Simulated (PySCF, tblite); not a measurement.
**C₅H₆P₂: geometry, infrared bands and NMR shifts**

What infrared bands and NMR shifts should C₅H₆P₂ (`Cc1cpcpc1`) show?

Computed with tblite 0.8.0 and PySCF 2.14.0, with density-fitted response routines of our own, on a single molecule in the gas phase. Atoms are numbered from 0 throughout.

**1. Starting geometry**

13 atoms, charge 0, multiplicity 1; geometry from: force field or distance geometry start.

Bonds of the start (Å): C0–C1 1.49, C1–C2 1.37, C2–P3 1.72, P3–C4 1.74, C4–P5 1.75, P5–C6 1.74, C6–C1 1.38, C0–H7 1.14, C0–H8 1.11, C0–H9 1.09, C2–H10 1.11, C4–H11 1.06, C6–H12 1.08.

**2. Relaxing the molecule with GFN2-xTB**

Job settings and geometry (Å):

```
{"job": {"kind": "relax", "xc": "GFN2-xTB", "basis": "xTB"}, "charge": 0, "multiplicity": 1}
C     -2.007700     0.058800     0.012800
C     -0.517600    -0.020400    -0.016800
C      0.166100     1.160300     0.125100
P      1.871100     1.387000     0.124900
C      2.823400    -0.058600    -0.027700
P      1.817600    -1.485300    -0.191000
C      0.090400    -1.249200    -0.153300
H     -2.343600     0.493600     1.009100
H     -2.338300     0.770100    -0.769700
H     -2.476200    -0.925200    -0.081500
H     -0.410800     2.100600     0.229800
H      3.883800    -0.123600    -0.048400
H     -0.562500    -2.107600    -0.231100
```

Started as:

```bash
OMP_NUM_THREADS=1 python probes_run.py task.json out
```

The driver reads the jobs from task.json and runs them one after another.

**Question.** This job is followed by: GFN2-xTB harmonic vibrations, gas phase; GIAO PBE0/pcSseg-1 NMR shielding, non-relativistic, gas phase. What will the session give for the following? strongest single infrared mode (GFN2-xTB); zero-point energy (GFN2-xTB); 13C shifts against TMS (PBE0/pcSseg-1, means over atoms taken as alike); 1H shifts against TMS (PBE0/pcSseg-1, means over atoms taken as alike); 31P shifts against H3PO4 (PBE0/pcSseg-1, means over atoms taken as alike).

As calculated:

```
                                                                 quantity                          value
                                strongest single infrared mode (GFN2-xTB)           1459 cm⁻¹, 36 km/mol
                                             zero-point energy (GFN2-xTB)                  58.4 kcal/mol
  13C shifts against TMS (PBE0/pcSseg-1, means over atoms taken as alike)  190.7, 161.9, 147.1, 31.7 ppm
   1H shifts against TMS (PBE0/pcSseg-1, means over atoms taken as alike)          10.71, 9.17, 2.78 ppm
31P shifts against H3PO4 (PBE0/pcSseg-1, means over atoms taken as alike)                      270.2 ppm
```

What this shows: The optimisation took 26 steps and gained 0.769 eV; among the close pairs (by a distance rule), C0–H7 changed most, from 1.138 to 1.089 Å. The lowest mode is slightly imaginary (2i cm⁻¹), a soft motion within the noise of the Hessian, so the minimum is not strictly shown. The strongest single mode, at 1459 cm⁻¹, is spread over many atoms; the largest shares are those of C1, C6. Unscaled tight-binding wavenumbers are off by several per cent, some by more. Its intensities can rank the bands wrongly. At PBE0/pcSseg-1: The largest span, 789 ppm, is at P3, P5, where the paramagnetic term is -919 ppm. NICS(1)zz of -25 ppm above the planar ring from C1 marks a diatropic (aromatic) ring current.
